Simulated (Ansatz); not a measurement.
# CH₅NSSi: ionisation energy by level of theory

One table from this session's results is given with a row withheld; the runs are named, their logs left out.

Program: Ansatz 0.2.0, Gaussian basis. Level of theory: unrestricted cation, the program's frozen cores in correlated methods. These are calculated values, not measurements.

Levels to be run: UKS PBE-D4/def2-TZVPP; UKS r2SCAN-D4/def2-TZVPP; UKS PBE0-D4/def2-TZVPP; UKS B3LYP-D4/def2-TZVPP; UKS wB97X-V/def2-TZVPP; UKS wB97M-V/def2-TZVPP; UKS B2PLYP/def2-TZVPP; UHF-CCSD(T)/def2-TZVPP; UHF-MP2/def2-QZVPP; extrapolation to the limit; then −ε(HOMO) from the neutral's earlier runs with LDA (SPW92), PBE-D4, revPBE-D4, BLYP-D4, r2SCAN-D4, B97M-V, PBE0-D4, B3LYP-D4, r2SCANh-D4, r2SCAN0-D4, HSE06-D4, BHLYP-D4, CAM-B3LYP-D4, LC-ωPBE, ωB97X-V, ωB97M-V.

## The relaxed structure

An earlier PBE0-D4 in a triple-zeta def2 set relaxation fixed the geometry.

SMILES `CS[Si]N`, 9 atoms, charge 0, spin multiplicity 1.

Atoms are counted from 1 here; the program's logs count them from 0.

Bond lengths: C1–S2 1.813 Å, C1–H5 1.089 Å, C1–H6 1.092 Å, C1–H7 1.089 Å, S2–Si3 2.141 Å, Si3–N4 1.710 Å, N4–H8 1.009 Å, N4–H9 1.007 Å. Angles: S2–C1–H5 109.2°, S2–C1–H6 110.5°, S2–C1–H7 109.3°, H5–C1–H6 109.2°, H5–C1–H7 109.4°, H6–C1–H7 109.2°, C1–S2–Si3 100.1°, S2–Si3–N4 98.2°, Si3–N4–H8 127.5°, Si3–N4–H9 120.2°, H8–N4–H9 112.2°.

Coordinates:

```xyz
9

C    -0.47336    0.41651   -1.86859
S     0.68956    0.39991   -0.47726
Si   -0.52834   -0.52979    1.01760
N     0.60704   -0.52373    2.29576
H    -0.63239    1.44477   -2.19060
H    -1.42978   -0.01922   -1.57352
H    -0.05588   -0.16042   -2.69270
H     1.55174   -0.17056    2.27694
H     0.35991   -0.90377    3.19526
```

Set-up of the first run:

in.yaml

```yaml
crystal:
  periodic: [false, false, false]
  atoms:
    - {symbol: C, position_ang: [-0.473359, 0.416513, -1.868590]}
    - {symbol: S, position_ang: [0.689560, 0.399906, -0.477260]}
    - {symbol: Si, position_ang: [-0.528341, -0.529790, 1.017601]}
    - {symbol: N, position_ang: [0.607038, -0.523735, 2.295757]}
    - {symbol: H, position_ang: [-0.632388, 1.444765, -2.190595]}
    - {symbol: H, position_ang: [-1.429775, -0.019221, -1.573524]}
    - {symbol: H, position_ang: [-0.055875, -0.160415, -2.692695]}
    - {symbol: H, position_ang: [1.551735, -0.170556, 2.276941]}
    - {symbol: H, position_ang: [0.359907, -0.903767, 3.195264]}
basis:
  gaussian: {orbitals: def2-TZVPP}
total_charge: 1
magnetization: {spin_polarized: true, initial_magnetization: 1}
hamiltonian: {xc: pbe, dispersion: d4}
```

Run with:

```sh
ansatz run in.yaml --threads 4 --pin off --events-out ev --progress --plain --max-ram 10444MiB
```

Steps of the session up to this table: Cation, UKS PBE-D4/def2-TZVPP; Cation, UKS r2SCAN-D4/def2-TZVPP; Cation, UKS PBE0-D4/def2-TZVPP; Cation, UKS B3LYP-D4/def2-TZVPP; Cation, UKS wB97X-V/def2-TZVPP; Cation, UKS wB97M-V/def2-TZVPP; Cation, UKS B2PLYP (frozen core)/def2-TZVPP; Cation, UHF-CCSD(T)/def2-TZVPP; Cation, UHF-MP2/def2-QZVPP.

One table of the session follows, with a row left open; its other results are not shown here.

Orbital estimates, from the neutral's runs:

```
  functional  −ε(HOMO) (eV)
 LDA (SPW92)           5.52
      PBE-D4           5.42
   revPBE-D4           5.37
     BLYP-D4           5.28
   r2SCAN-D4           5.61
      B97M-V           5.68
     PBE0-D4              ?
    B3LYP-D4           6.28
  r2SCANh-D4           6.00
  r2SCAN0-D4           6.58
    HSE06-D4           6.07
    BHLYP-D4           7.40
CAM-B3LYP-D4           7.72
     LC-ωPBE           9.00
     ωB97X-V           8.68
     ωB97M-V           8.51
```

**Question.** Estimate the row for PBE0-D4.

**Answer.** −ε(HOMO) (eV): 6.46. In the column «−ε(HOMO) (eV)» it lies between B3LYP-D4 (6.28) and r2SCAN0-D4 (6.58).
